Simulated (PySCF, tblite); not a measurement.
# C7H13N3: infrared bands and NMR shifts

Wanted: the infrared bands and NMR shifts of C7H13N3 (`CCCCn1nncc1C`), by calculation.

Computed with tblite 0.8.0 and PySCF 2.14.0, with density-fitted response routines of our own, on a single molecule in the gas phase. Atoms are numbered from 0 throughout.

### Step 1. Starting geometry

23 atoms, charge 0, multiplicity 1; geometry from: GFN2-xTB.

Bonds of the start (Å): C0–C1 1.52, C1–C2 1.53, C2–C3 1.53, C3–N4 1.44, N4–N5 1.33, N5–N6 1.28, N6–C7 1.35, C7–C8 1.38, C8–C9 1.48, C8–N4 1.36, C0–H10 1.09, C0–H11 1.09, C0–H12 1.09, C1–H13 1.09, C1–H14 1.09, C2–H15 1.09, C2–H16 1.09, C3–H17 1.09, C3–H18 1.09, C7–H19 1.07, C9–H20 1.09, C9–H21 1.09, C9–H22 1.09.

### Step 2. Vibrational analysis with GFN2-xTB

The job: settings as JSON, then the geometry in Å.

```
{"job": {"kind": "ir", "xc": "GFN2-xTB", "basis": "xTB"}, "charge": 0, "multiplicity": 1}
C     -3.387921     0.712840     0.552870
C     -2.350760     0.268421    -0.471076
C     -1.033758    -0.116750     0.196456
C     -0.002248    -0.599049    -0.827004
N      1.225068    -0.978622    -0.186907
N      1.409262    -2.216062     0.266320
N      2.553753    -2.284641     0.830731
C      3.151477    -1.081641     0.763029
C      2.305504    -0.211157     0.107347
C      2.439471     1.215882    -0.268469
H     -3.030913     1.575919     1.110707
H     -4.318128     0.984278     0.059902
H     -3.593754    -0.088888     1.258117
H     -2.734287    -0.588490    -1.028710
H     -2.175266     1.077225    -1.184576
H     -0.634191     0.742191     0.740970
H     -1.207108    -0.917175     0.918383
H      0.204638     0.185152    -1.560750
H     -0.382973    -1.483351    -1.343783
H      4.125049    -0.912073     1.173707
H      3.394608     1.595835     0.083121
H      1.641808     1.813880     0.171618
H      2.395917     1.333262    -1.351922
```

**Question.** This job is followed by: GIAO PBE0/pcSseg-1 NMR shielding, non-relativistic, gas phase. What will the session give for the following? strongest single infrared mode (GFN2-xTB); zero-point energy (GFN2-xTB); 13C shifts against TMS (PBE0/pcSseg-1); 1H shifts against TMS (PBE0/pcSseg-1, means over atoms taken as alike); 15N shifts against NH3 (PBE0/pcSseg-1).

**Answer**, as computed:

| quantity | value |
| --- | --- |
| strongest single infrared mode (GFN2-xTB) | 2989 cm⁻¹, 60 km/mol |
| zero-point energy (GFN2-xTB) | 123.5 kcal/mol |
| 13C shifts against TMS (PBE0/pcSseg-1) | 137.0, 136.8, 50.2, 39.3, 24.9, 16.7, 10.6 ppm |
| 1H shifts against TMS (PBE0/pcSseg-1, means over atoms taken as alike) | 7.49, 4.23, 2.40, 1.66, 1.39, 1.13 ppm |
| 15N shifts against NH3 (PBE0/pcSseg-1) | 401.4, 387.2, 272.0 ppm |

**Reading.** No mode is imaginary among the 63: a minimum at this level. Unscaled tight-binding wavenumbers are off by several per cent, some by more. Its intensities can rank the bands wrongly. At PBE0/pcSseg-1: The widest tensor belongs to N6: span 561 ppm, with a paramagnetic part of -451 ppm. NICS(1)zz of -32 ppm above the planar ring from N4 marks a diatropic (aromatic) ring current.
